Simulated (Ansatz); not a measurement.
**TiO₂ (singlet): the correlation ladder, def2-SVP**

The task here is to estimate one member of a computed series from the others.

The runs use Ansatz 0.2.0, Gaussian basis; def2-SVP, core rule «outside noble gas», up to 11 orbitals frozen.

Plan: UHF; CCSD(T) on RHF; CISD; CCSDT(Q) on RHF; CASSCF and MRCISD+Q, 8 electrons in 8 orbitals; CASSCF and NEVPT2, 8 electrons in 8 orbitals.

11 further runs of the same task are left out: 4 that didn't finish, 7 set aside as unsound or not needed. Runs told in other sessions of the task aren't counted.

## The system

The geometry is a PBE0/def2-TZVP stationary point (not a proven minimum).

3 atoms, charge 0, spin multiplicity 1.

Atoms are counted from 1 here; the program's logs count them from 0.

Bond lengths: Ti1–O2 1.628 Å, Ti1–O3 1.628 Å. Angles: O2–Ti1–O3 111.8°.

The first run:

Input file in.yaml:

```yaml
crystal:
  periodic: [false, false, false]
  atoms:
    - {symbol: Ti, position_ang: [0.000000, -0.365744, 0.000000]}
    - {symbol: O, position_ang: [0.000000, 0.547117, -1.347581]}
    - {symbol: O, position_ang: [0.000000, 0.547117, 1.347581]}
basis:
  gaussian: {orbitals: def2-SVP}
magnetization: {spin_polarized: true, initial_magnetization: 0}
hamiltonian: {xc: hf}
output: {orbitals: {seedname: orbitals}}
```

Launch:

```bash
$ ansatz run in.yaml --threads 1 --pin off --events-out ev --progress --plain --max-ram 2393MiB
```

Steps of the session up to this table: UHF; CCSD(T) on RHF; CISD; CCSDT(Q) on RHF; CASSCF and MRCISD+Q, 8 electrons in 8 orbitals; CASSCF and NEVPT2, 8 electrons in 8 orbitals.

One table of the session follows, with a row left open; its other results are not shown here.

It belongs to the step «Misses and costs». 

| method | from RCCSDT(Q) (meV) |
| --- | --- |
| RHF | +15568.9 |
| RMP2 | -282.8 |
| RCCSD | +1307.4 |
| RCCSD(T) | +98.9 |
| RCCSDT | +91.6 |
| RCCSDT(Q) | 0 |
| CASSCF frontier | +10687.2 |
| NEVPT2 frontier | +1024.5 |
| MRCISD frontier | ? |
| MRCISD+Q frontier | +270.3 |

Estimate the missing values for MRCISD frontier.

The run gave: from RCCSDT(Q) (meV): +1304.4. In the column «from RCCSDT(Q) (meV)» it lies between NEVPT2 frontier (+1024.5) and RCCSD (+1307.4).

Not comparable, so not listed: CISD (they don't share determinant, frozen orbitals or solution with the rows shown, or repeat one).

With the free atoms at the same levels and basis (separate runs), the atomisation energy is 11.655 eV at RCCSDT(Q), 11.579 eV at RCCSD(T), 3.618 eV at RHF.
